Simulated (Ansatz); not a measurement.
# TiOs: element swaps in one structure

One table from this session's results is given with a row withheld; the runs are named, their logs left out.

Computed with Ansatz 0.2.0 (DFT r2SCAN, scalar-relativistic, plane waves, PAW, unless a step's input says otherwise).

1 further run of the same task is left out (set aside as unsound or not needed). Runs told in other sessions of the task aren't counted.

**The starting structure**

The structure is cubic, space group Pm-3m (No. 221). The conventional cell has a = 3.081 Å, b = 3.081 Å, c = 3.081 Å, α = 90.00°, β = 90.00°, γ = 90.00°. Ti (site symmetry m-3m) has 8 Os at 2.67 Å in its first shell of neighbours. Os (site symmetry m-3m) has 8 Ti at 2.67 Å in its first shell of neighbours.

Structure file:

```cif
data_structure
_symmetry_space_group_name_H-M 'P 1'
_symmetry_Int_Tables_number 1
_cell_length_a 3.0809
_cell_length_b 3.0809
_cell_length_c 3.0809
_cell_angle_alpha 90.000
_cell_angle_beta 90.000
_cell_angle_gamma 90.000
_cell_volume 29.24
loop_
_atom_site_label
_atom_site_type_symbol
_atom_site_fract_x
_atom_site_fract_y
_atom_site_fract_z
_atom_site_occupancy
Ti1 Ti 0.50000 0.50000 0.50000 1
Os1 Os 0.00000 0.00000 0.00000 1
```

This cell was relaxed beforehand with the same method: volume 14.62 Å³/atom, gap on the mesh none (metal).

Set-up of the first run:

Input file input.yaml:

```yaml
crystal:
  lattice:
    - [2.9830550491, 0.0, 0.0]
    - [0.0, 2.9830550491, 0.0]
    - [0.0, 0.0, 2.9830550491]
  atoms:
    - { symbol: Ru, position: [0.5, 0.5, 0.5] }
    - { symbol: Os, position: [0.0, 0.0, 0.0] }
basis:
  ecutwfc: 500
kpoints:
  mp_grid: { grid: [6, 6, 6] }
hamiltonian:
  xc: r2scan
scf:
  occupations: { method: gaussian, width: 0.1 }
output:
  forces: true
  stress: true
  eigenvalues: true
```

On the command line:

```sh
$ ansatz run input.yaml --threads 1 --pin off --max-ram 2560MiB --backend cpu --events-out ev --progress --plain --runs-dir out
```

Steps of the session up to this table: A first look at the start (OsRu); Coarse relaxation (OsRu); Full relaxation (OsRu); A first look at the start (TiFe); The relaxation (TiFe).

One table of the session follows, with a row left open; its other results are not shown here.

It belongs to the step «The crystals compared». Lengths are those of the vectors of the cell that was run:

| swap | volume (Å³/atom) | a (Å) | b (Å) | c (Å) |
| --- | --- | --- | --- | --- |
| none | 14.62 | 3.081 | 3.081 | 3.081 |
| Ti → Sn | 16.76 | 3.224 | 3.224 | 3.224 |
| Os → Ir, Ti → Sc | 16.57 | 3.212 | 3.212 | 3.212 |
| Ti → Hf | 17.07 | 3.244 | 3.244 | 3.244 |
| Ti → Zr | ? | ? | ? | ? |
| Ti → Ru | 14.19 | 3.050 | 3.050 | 3.050 |
| Os → Fe | 13.36 | 2.989 | 2.989 | 2.989 |

**Question.** Estimate the row for Ti → Zr.

The run gave: volume (Å³/atom): 17.53; a (Å): 3.273; b (Å): 3.273; c (Å): 3.273. In the column «volume (Å³/atom)» it is the highest.

Lengths are those of the computed cell. Rows of earlier swaps come from the sessions before.

Limits of these values: The magnetic state reached may not be the lowest one. Warnings in the runs' records: stability check not made.
